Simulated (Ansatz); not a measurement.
# C2H4FGeNO: basis-set convergence

An exercise on one series of results from a longer session: the logs are not shown, and one member is left open.

Program: Ansatz 0.2.0, Gaussian basis. Level of theory: one geometry, several basis sets. These are calculated values, not measurements.

Plan: PBE0-D4/def2-SVP; ωB97M-V/def2-SVP; PBE0-D4/def2-QZVPP; ωB97M-V/def2-QZVPP; the functionals' def2-TZVPP values are taken from earlier runs.

### The geometry

The geometry comes from an earlier relaxation with PBE0-D4 in a triple-zeta def2 set; it is a stationary point, not always the lowest conformer.

SMILES `[OH][GeH]1[NH]C=[C]1F`, 10 atoms, charge 0, spin multiplicity 1.

Atoms are counted from 1 here; the program's logs count them from 0.

Bond lengths: O1–Ge2 1.765 Å, O1–H7 0.960 Å, Ge2–N3 1.901 Å, Ge2–C5 1.931 Å, Ge2–H8 1.540 Å, N3–C4 1.426 Å, N3–H9 1.015 Å, C4–C5 1.341 Å, C4–H10 1.086 Å, C5–F6 1.328 Å. Angles: Ge2–O1–H7 112.9°, O1–Ge2–N3 114.7°, O1–Ge2–C5 118.5°, O1–Ge2–H8 108.9°, N3–Ge2–C5 71.9°, N3–Ge2–H8 115.6°, C5–Ge2–H8 122.7°, Ge2–N3–C4 88.8°, Ge2–N3–H9 119.7°, C4–N3–H9 113.6°, N3–C4–C5 108.8°, N3–C4–H10 121.8°, C5–C4–H10 129.3°, Ge2–C5–C4 90.0°, Ge2–C5–F6 140.9°, C4–C5–F6 128.9°.

The first run:

Input file in.yaml:

```yaml
crystal:
  periodic: [false, false, false]
  atoms:
    - {symbol: O, position_ang: [-1.742807, -1.526341, -0.118461]}
    - {symbol: Ge, position_ang: [-0.267570, -0.645648, -0.522537]}
    - {symbol: N, position_ang: [0.862353, -0.265841, 0.958782]}
    - {symbol: C, position_ang: [0.679485, 1.124825, 0.701820]}
    - {symbol: C, position_ang: [-0.236441, 1.268070, -0.266882]}
    - {symbol: F, position_ang: [-0.844349, 2.372957, -0.682451]}
    - {symbol: H, position_ang: [-1.807896, -2.371134, -0.568884]}
    - {symbol: H, position_ang: [0.414203, -1.335500, -1.719043]}
    - {symbol: H, position_ang: [1.833503, -0.559201, 0.938383]}
    - {symbol: H, position_ang: [1.192418, 1.886514, 1.282370]}
basis:
  gaussian: {orbitals: def2-SVP}
hamiltonian: {xc: pbe0, dispersion: d4}
output: {orbitals: {seedname: orbitals}}
```

Started as:

```console
> ansatz run in.yaml --threads 4 --pin off --events-out ev --progress --plain --max-ram 10444MiB
```

Among the steps run: PBE0-D4 in def2-SVP; ωB97M-V in def2-SVP; PBE0-D4 in def2-QZVPP; ωB97M-V in def2-QZVPP.

One table of the session follows, with a row left open; its other results are not shown here.

It belongs to the step «Functionals by basis». 

| functional | basis | HOMO (eV) | LUMO (eV) |
| --- | --- | --- | --- |
| PBE0-D4 | def2-SVP | -6.03 | 0.00 |
| PBE0-D4 | def2-TZVPP | ? | ? |
| PBE0-D4 | def2-QZVPP | -6.28 | -0.40 |
| ωB97M-V | def2-SVP | -8.23 | 2.05 |
| ωB97M-V | def2-TZVPP | -8.45 | 1.61 |
| ωB97M-V | def2-QZVPP | -8.50 | 1.23 |

Estimate the missing values for PBE0-D4, def2-TZVPP.

**Answer.** HOMO (eV): -6.22; LUMO (eV): -0.25. In the column «HOMO (eV)» it lies between PBE0-D4, def2-QZVPP (-6.28) and PBE0-D4, def2-SVP (-6.03).
